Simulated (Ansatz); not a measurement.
# C2H6MgN radical: a ladder of functionals and wavefunction methods

How much do the methods differ for C2H6MgN radical? The plan is to run it at one geometry with functionals of several rungs and with coupled cluster. The yardstick is the atomisation energy at the CCSD(T) limit.

Program: Ansatz 0.2.0, Gaussian basis. Level of theory: functionals in def2-TZVPP, the program's frozen cores in correlated methods. These are calculated values, not measurements.

Levels to be run: LDA (SPW92), PBE-D4, revPBE-D4, BLYP-D4, r2SCAN-D4, B97M-V, PBE0-D4, B3LYP-D4, r2SCANh-D4, r2SCAN0-D4, HSE06-D4, BHLYP-D4, CAM-B3LYP-D4, LC-ωPBE, ωB97X-V, ωB97M-V, B2PLYP, PBE-QIDH; CCSD(T)/def2-SVP; CCSD(T)/def2-TZVPP; MP2/def2-QZVPP; extrapolation to the limit; RPA on PBE.

## (1) Structure used throughout

The geometry comes from an earlier relaxation with PBE0-D4 in a triple-zeta def2 set; it is a stationary point, not always the lowest conformer.

SMILES `C[N](C)[Mg]`, 10 atoms, charge 0, spin multiplicity 2.

Atoms are counted from 1 here; the program's logs count them from 0.

Bond lengths: C1–N2 1.437 Å, C1–H5 1.104 Å, C1–H6 1.097 Å, C1–H7 1.104 Å, N2–C3 1.437 Å, N2–Mg4 1.913 Å, C3–H8 1.097 Å, C3–H9 1.104 Å, C3–H10 1.104 Å. Angles: N2–C1–H5 112.5°, N2–C1–H6 111.4°, N2–C1–H7 112.4°, H5–C1–H6 106.9°, H5–C1–H7 106.4°, H6–C1–H7 106.9°, C1–N2–C3 111.0°, C1–N2–Mg4 124.5°, C3–N2–Mg4 124.5°, N2–C3–H8 111.4°, N2–C3–H9 112.4°, N2–C3–H10 112.5°, H8–C3–H9 106.9°, H8–C3–H10 106.9°, H9–C3–H10 106.4°.

## (2) LDA

This LDA is Slater exchange with PW92 correlation.

The input, in.yaml:

```yaml
crystal:
  periodic: [false, false, false]
  atoms:
    - {symbol: C, position_ang: [-0.423915, 1.110110, -0.128382]}
    - {symbol: N, position_ang: [-0.433048, -0.320711, -0.257221]}
    - {symbol: C, position_ang: [0.753749, -0.896187, 0.312235]}
    - {symbol: Mg, position_ang: [-1.837645, -1.325913, -1.079504]}
    - {symbol: H, position_ang: [0.438794, 1.574070, -0.638249]}
    - {symbol: H, position_ang: [-1.327179, 1.557054, -0.560623]}
    - {symbol: H, position_ang: [-0.376413, 1.438373, 0.924929]}
    - {symbol: H, position_ang: [0.754114, -1.988718, 0.218113]}
    - {symbol: H, position_ang: [0.859469, -0.667069, 1.387319]}
    - {symbol: H, position_ang: [1.675074, -0.532111, -0.175717]}
basis:
  gaussian: {orbitals: def2-TZVPP}
magnetization: {spin_polarized: true, initial_magnetization: 1}
hamiltonian: {xc: lda}
output: {orbitals: {seedname: orbitals}}
```

After this run come: PBE-D4 (GGA); revPBE-D4 (GGA); BLYP-D4 (GGA); r2SCAN-D4 (meta-GGA); B97M-V (meta-GGA); PBE0-D4 (hybrid); B3LYP-D4 (hybrid); r2SCANh-D4 (hybrid); r2SCAN0-D4 (hybrid); HSE06-D4 (hybrid); BHLYP-D4 (hybrid); CAM-B3LYP-D4 (range-separated); LC-ωPBE-D4 (range-separated); ωB97X-V (range-separated); ωB97M-V (range-separated); B2PLYP (double hybrid); PBE-QIDH (double hybrid); CCSD(T) in def2-SVP; CCSD(T) in def2-TZVPP; MP2 in def2-QZVPP; RPA on PBE orbitals.

Q: Predict the results of all the runs planned. Wanted: atomisation energy, CCSD(T)/CBS; farthest beyond LDA; mean size of error, GGA; mean size of error, meta-GGA; mean size of error, hybrid; mean size of error, range-separated; mean size of error, double hybrid; gap, smallest and largest; T1 diagnostic.

The runs gave:

```
                               quantity                                                    value
        atomisation energy, CCSD(T)/CBS                                            3349.4 kJ/mol
 functionals within 16.7 kJ/mol (0.5 %)  B97M-V, r2SCANh-D4, LC-ωPBE, ωB97X-V, ωB97M-V, PBE-QIDH
                    farthest beyond LDA                                    PBE-D4 (+87.4 kJ/mol)
                mean size of error, GGA                                              41.7 kJ/mol
           mean size of error, meta-GGA                                              12.4 kJ/mol
             mean size of error, hybrid                                              31.1 kJ/mol
    mean size of error, range-separated                                              16.0 kJ/mol
      mean size of error, double hybrid                                              19.9 kJ/mol
              gap, smallest and largest                      0.17 eV (B97M-V), 6.93 eV (LC-ωPBE)
                          T1 diagnostic                                                   0.0123
triples share of the correlation energy                                                    3.2 %
```

In words: The LDA atomisation energy is off by 494.7 kJ/mol (15 %): it overbinds. PBE-D4 is off by +87.4 kJ/mol. Double hybrids carry the basis error of their MP2 part in triple zeta, and no dispersion term here, so their miss is partly the set-up's. The rungs meta-GGA, range-separated miss on average by less than the doubt on the reference (16.7 kJ/mol), so they tie. Misses under about 16.7 kJ/mol are within the doubt on the reference itself, which lacks core-valence correlation, relativity and higher excitations. Hartree-Fock recovers 72 % of the binding; the rest is correlation. CCSD(T) in def2-SVP is off by -166.5 kJ/mol, more than most functionals: a good method in a small basis is no reference. Orbital gaps span 0.2 to 6.9 eV; exact exchange widens them. Correlated methods include outer-core shells of Mg, which these sets cover unevenly.
